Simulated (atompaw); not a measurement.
# A PAW (atompaw) potential for Mo, from input to tests

Do these settings give a usable potential? It is generated, then checked for scattering, ghosts and hardness.

Program: atompaw 4.2.0.5. Reference atom: LDA (PW92), scalar-relativistic, spherical and spin-unpolarised. All values are calculated.

## 1. Starting point

Typed settings, in words:

| Quantity | Value |
| --- | --- |
| element | molybdenum (Mo, Z = 42) |
| type | PAW |
| frozen core | [Ar] 3d10 |
| valence charge | 14 |
| reference configuration | 4s2 4p6 4d5 5s0.5 5p0 (charge +0.5) |
| partial waves | 4s (bound): rc 1.30 bohr; 5s (bound): rc 2.25 bohr; 4p (bound): rc 1.80 bohr; 5p (bound, empty): rc 2.25 bohr; 4d (bound): rc 2.25 bohr; 4d channel at 2.15 Ry: rc 2.25 bohr |
| local potential | bessel scheme, radius 1.85 bohr |
| core correction | smooth core density matched at 1.20 bohr |
| augmentation charge | besselshape compensation charge, radius 1.65 bohr; PAW radius 2.25 bohr; waves and projectors: modrrkj vanderbiltortho |

An earlier all-electron run gives the scale for the radii.

All-electron outer shells of the reference configuration (LDA (PW92), scalar-relativistic, ld1.x):

| shell | level (eV) | outermost node (bohr) | outermost maximum (bohr) |
| --- | --- | --- | --- |
| 3p | -382.12 | 0.17 | 0.38 |
| 3d | -224.53 | – | 0.32 |
| 4s | -67.69 | 0.51 | 0.99 |
| 4p | -41.87 | 0.52 | 1.06 |
| 4d | -7.16 | 0.53 | 1.38 |
| 5s | -7.15 | 1.34 | 2.86 |
| 5p | -3.52 | 1.54 | 3.71 |

## 2. Generation

Input file Mo.input:

```
Mo 42
LDA-PW scalarrelativistic loggrid 1500 logderivrange -7 5 301
5 5 4 0 0 0
5 0 0.5
5 1 0
4 2 5
0 0 0
c
c
c
v
v
c
c
v
v
c
v
2
2.25 1.65 1.85 1.20
n
n
y
2.15
n
modrrkj vanderbiltortho besselshape
bessel
1.30
2.25
1.80
2.25
2.25
2.25
PWSCFOUT
UPFDX 0.0125d0 UPFXMIN -7.d0 UPFZMESH 42.d0
END
```

Command:

```
$ atompaw < Mo.input > Mo.log
```

Before running it: what results should come out? Wanted: cutoffs for 10 and 1 mRy, occupied levels; bound ghosts; largest phase difference near zero energy, channels read; lowest eigenvalue of the overlap; share of valence orbitals outside the PAW sphere; UPF file.

The runs gave:

| quantity | value |
| --- | --- |
| cutoffs for 10 and 1 mRy, occupied levels | 30 Ry and 55 Ry |
| bound ghosts | none found |
| largest phase difference near zero energy, channels read | 0.135 rad |
| lowest eigenvalue of the overlap (Bessel basis) | 0.715 (s) |
| share of valence orbitals outside the PAW sphere | 4s 1 %, 5s 84 %, 4p 3 %, 5p 95 %, 4d 29 % |
| UPF file | written |

**Reading.** It counts as soft on the atom at that tolerance, with 30 Ry needed at the looser tolerance. The Bessel-basis test finds no level below the valence levels. Near zero energy the largest phase difference among the channels read is 0.14 rad, in the d channel. These are tests on the free atom; a crystal test is still owed.
